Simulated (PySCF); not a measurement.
# SnP⁻ at other levels of theory

Aim: see what other levels and later steps give for SnP⁻.

Program: PySCF 2.14.0. Level of theory: each script names its method and basis. These are calculated values, not measurements.

6 further runs of the same task are left out: 1 for a known fault of the program, 5 that didn't finish.

## Step 1: The system as given

SnP⁻: 2 atoms, charge -1, spin multiplicity 1.

Bond lengths: Sn1–P2 2.264 Å.

## Step 2: The run that the others are compared with

Input file input.py:

```python
from pyscf import gto, scf

mol = gto.M(
    atom='Sn 0 0 0; P 0 0 2.264',
    basis='lanl2dz',
    ecp={'Sn': 'lanl2dz', 'P': 'lanl2dz'},
    charge=-1,
    spin=0,
    verbose=3,
)
mf = scf.RHF(mol)
mf.kernel()
mf.mulliken_pop()
mf.dip_moment()
print('orbital energies (hartree):', mf.mo_energy[..., max(0, mol.nelec[1]-3):mol.nelec[0]+3].round(4))
```

Launch:

```bash
> python input.py
```

## Step 3: ROHF

Run 1 changes SCF type: RHF → ROHF.

input.py, as its differences from that of step 2:

```diff
@@ -10,3 +10,3 @@
 )
-mf = scf.RHF(mol)
+mf = scf.ROHF(mol)
 mf.kernel()
```

## Step 4: Polarisability

Run 2 changes step after the SCF: analyze → polarizability.

input.py, as its differences from that of step 2:

```diff
@@ -1,2 +1,3 @@
 from pyscf import gto, scf
+from pyscf.prop.polarizability import rhf as pol
 
@@ -12,3 +13,4 @@
 mf.kernel()
-mf.mulliken_pop()
+print('polarizability (a.u.)')
+print(pol.Polarizability(mf).polarizability().round(4))
 mf.dip_moment()
```

## Step 5: MP2

Run 3 changes step after the SCF: analyze → mp2.

input.py, as its differences from that of step 2:

```diff
@@ -1,2 +1,2 @@
-from pyscf import gto, scf
+from pyscf import gto, scf, mp
 
@@ -12,3 +12,3 @@
 mf.kernel()
-mf.mulliken_pop()
+mp.MP2(mf).kernel()
 mf.dip_moment()
```

## Step 6: Tpss (RKS)

Run 4 changes functional: none (Hartree–Fock) → tpss; SCF type: RHF → RKS.

input.py, as its differences from that of step 2:

```diff
@@ -1,2 +1,2 @@
-from pyscf import gto, scf
+from pyscf import gto, dft
 
@@ -10,3 +10,3 @@
 )
-mf = scf.RHF(mol)
+mf = dft.RKS(mol, xc='tpss')
 mf.kernel()
```

## Step 7: Geometry optimisation

Run 5 changes step after the SCF: analyze → optimize.

input.py, as its differences from that of step 2:

```diff
@@ -1,2 +1,3 @@
 from pyscf import gto, scf
+from pyscf.geomopt.geometric_solver import optimize
 
@@ -12,4 +13,5 @@
 mf.kernel()
-mf.mulliken_pop()
-mf.dip_moment()
+mol_eq = optimize(mf, maxsteps=30)
+print('optimised geometry (angstrom)')
+print(mol_eq.tostring('raw'))
 print('orbital energies (hartree):', mf.mo_energy[..., max(0, mol.nelec[1]-3):mol.nelec[0]+3].round(4))
```

## Step 8: CASSCF

Run 6 changes step after the SCF: analyze → casscf; active space: none → 2 electrons in 2 orbitals.

input.py, as its differences from that of step 2:

```diff
@@ -1,2 +1,2 @@
-from pyscf import gto, scf
+from pyscf import gto, scf, mcscf
 
@@ -12,3 +12,5 @@
 mf.kernel()
-mf.mulliken_pop()
+mc = mcscf.CASSCF(mf, 2, 2)
+mc.kernel()
+mc.analyze()
 mf.dip_moment()
```

**Question.** What will these runs give? Wanted: for each run, E(SCF); from base; after the SCF.

As calculated:

```
                  run  E(SCF) (hartree)  from base (eV)                 after the SCF
                 base         -9.577189               0                           n/a
                 ROHF         -9.577189          0.0000                           n/a
       polarisability         -9.577189          0.0000             mean α 54.1 bohr³
                  MP2         -9.577189          0.0000     MP2 correlation -2.775 eV
           tpss (RKS)         -9.920496  not comparable                           n/a
geometry optimisation         -9.577189          0.0000       bond 2.289 Å, -0.006 eV
               CASSCF         -9.577189          0.0000  CASSCF correlation -0.614 eV
```

SCF columns refer to the geometry typed in the script.

What this shows: No change of the SCF energy comes from ROHF. Total energies of different functionals can't be compared with each other; differences within one functional can.
